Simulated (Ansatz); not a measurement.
# NO2F (nitryl fluoride) at BHLYP/cc-pVTZ

Aim: the electronic atomisation energy of NO2F (nitryl fluoride) at BHLYP/cc-pVTZ, from 4 runs. 

Program for the calculation: Ansatz 0.2.0.

36 further runs of the same task are left out: 36 set aside as unsound or not needed.

## 1. Starting point

NO2F has 4 atoms, charge 0, and is taken as a singlet. As SMILES, `O=[N+]([O-])F`. Geometry: relaxed at PBE0-D4/def2-TZVP.

Bond lengths: O1–N2 1.170 Å, N2–O3 1.170 Å, N2–F4 1.442 Å. Angles: O1–N2–O3 135.6°, O1–N2–F4 112.2°, O3–N2–F4 112.2°.

## 2. A single-point energy at BHLYP/cc-pVTZ

run.yaml reads:

```yaml
basis:
  gaussian:
    orbitals: cc-pVTZ
crystal:
  periodic: [false, false, false]
  atoms:
    - {symbol: O, position_ang: [0.188290, 0.469930, 1.120250]}
    - {symbol: N, position_ang: [0.079720, -0.071800, 0.089140]}
    - {symbol: O, position_ang: [0.476580, -1.068680, -0.376880]}
    - {symbol: F, position_ang: [-0.744590, 0.670550, -0.832510]}
hamiltonian:
  xc: {name: BHLYP}
accuracy: high
output: {orbitals: {seedname: orbitals}}
```

Started as:

```console
$ ansatz run run.yaml --threads 1 --pin off --max-ram 3480MiB --events-out events.jsonl --progress --plain --runs-dir runs
```

Output:

```text
Warning: RAYON_NUM_THREADS=1 ignored (pool sized by the plan → 1); use --threads N
Functional definition: BHLYP
  name "BHLYP"
  parameter a = 0.5
  exchange = (1 - a)*b88_x + a*exact_x
  correlation = lyp_c
2042 factors; integrals over basis functions are off by at most 3.0e-9 eV
mean field evaluation 1: about -8290.4937 eV, gradient 5.7e1 eV
mean field evaluation 2: about -8285.9542 eV, gradient 8.3e1 eV
mean field evaluation 4: about -8295.2317 eV, gradient 2.8e0 eV
mean field evaluation 8: about -8295.2520 eV, gradient 1.3e-1 eV
mean field evaluation 16: about -8295.2521 eV, gradient 1.6e-5 eV
mean field -8295.25205394 eV, -304.8448902583 hartree, gradient 9.4e-8 eV, S^2 0.000000; 0 other end points of the search recorded, 0 dependent functions left out
reference -8295.25206913 eV, -304.8448908167 hartree; 16, 16 occupied and 104, 104 virtual orbitals, 2042 factors
Total energy: -8295.25206913 eV, -304.8448908167 hartree
```

It took 5.4 s on 1 thread of Arm Neoverse V2, shared host; peak memory 0.34 GiB.

## 3. The F atom at the same level

input.yaml reads:

```yaml
basis:
  gaussian:
    orbitals: cc-pVTZ
crystal:
  periodic: [false, false, false]
  atoms:
    - {symbol: F, position_ang: [0.000000, 0.000000, 0.000000]}
accuracy: high
magnetization:
  spin_polarized: true
  initial_magnetization: 1
hamiltonian:
  xc: {name: BHLYP}
```

Run the same way, it converges to -99.73778 Eh (log not shown).

## 4. The N atom, same level

job.yaml reads:

```yaml
crystal:
  periodic: [false, false, false]
  atoms:
    - {symbol: "N", position_ang: [0.000000, 0.000000, 0.000000]}
basis:
  gaussian:
    orbitals: cc-pVTZ
magnetization:
  spin_polarized: true
  initial_magnetization: 3
hamiltonian:
  xc: {name: BHLYP}
accuracy: high
```

Started as:

```console
$ ansatz run job.yaml --threads 1 --pin off --max-ram 3480MiB --events-out events.jsonl --progress --plain --runs-dir runs
```

Output:

```text
Warning: RAYON_NUM_THREADS=1 ignored (pool sized by the plan → 1); use --threads N
[... 5 set-up lines as earlier in the session ...]
299 factors; integrals over basis functions are off by at most 2.3e-9 eV
mean field evaluation 1: about -1485.3658 eV, gradient 4.6e0 eV
mean field evaluation 2: about -1485.4266 eV, gradient 1.4e0 eV
mean field evaluation 4: about -1485.4341 eV, gradient 2.8e-1 eV
mean field evaluation 8: about -1485.4343 eV, gradient 6.1e-5 eV
mean field -1485.43431309 eV, -54.5887041427 hartree, gradient 9.3e-8 eV, S^2 3.753472; 0 other end points of the search recorded, 0 dependent functions left out
reference -1485.43432408 eV, -54.5887045464 hartree; 5, 2 occupied and 25, 28 virtual orbitals, 299 factors
Total energy: -1485.43432408 eV, -54.5887045464 hartree
```

Run time: 0.32 s. Hardware: 1 thread of Arm Neoverse V2, shared host.

## 5. The O atom, same level

input.yaml reads:

```yaml
crystal:
  periodic: [false, false, false]
  atoms:
    - {symbol: O, position_ang: [0.000000, 0.000000, 0.000000]}
basis:
  gaussian: {orbitals: cc-pVTZ}
magnetization: {spin_polarized: true, initial_magnetization: 2}
hamiltonian: {xc: {name: BHLYP}}
accuracy: high
```

Run the same way, it converges to -75.07293 Eh (log not shown).

## 6. Results

Level: BHLYP/cc-pVTZ.

```
                     quantity          value
       molecule: total energy  -304.84489 Eh
        molecule: HOMO energy      -12.31 eV
        molecule: LUMO energy       -1.29 eV
      molecule: HOMO–LUMO gap       11.01 eV
         F atom: total energy   -99.73778 Eh
                 F atom: ⟨S²⟩          0.752
         N atom: total energy   -54.58870 Eh
                 N atom: ⟨S²⟩          3.753
         O atom: total energy   -75.07293 Eh
                 O atom: ⟨S²⟩          2.004
electronic atomisation energy      10.138 eV
```

Taking the molecule apart into free atoms costs 10.14 eV (234 kcal/mol), before zero-point energy and without spin-orbit coupling.
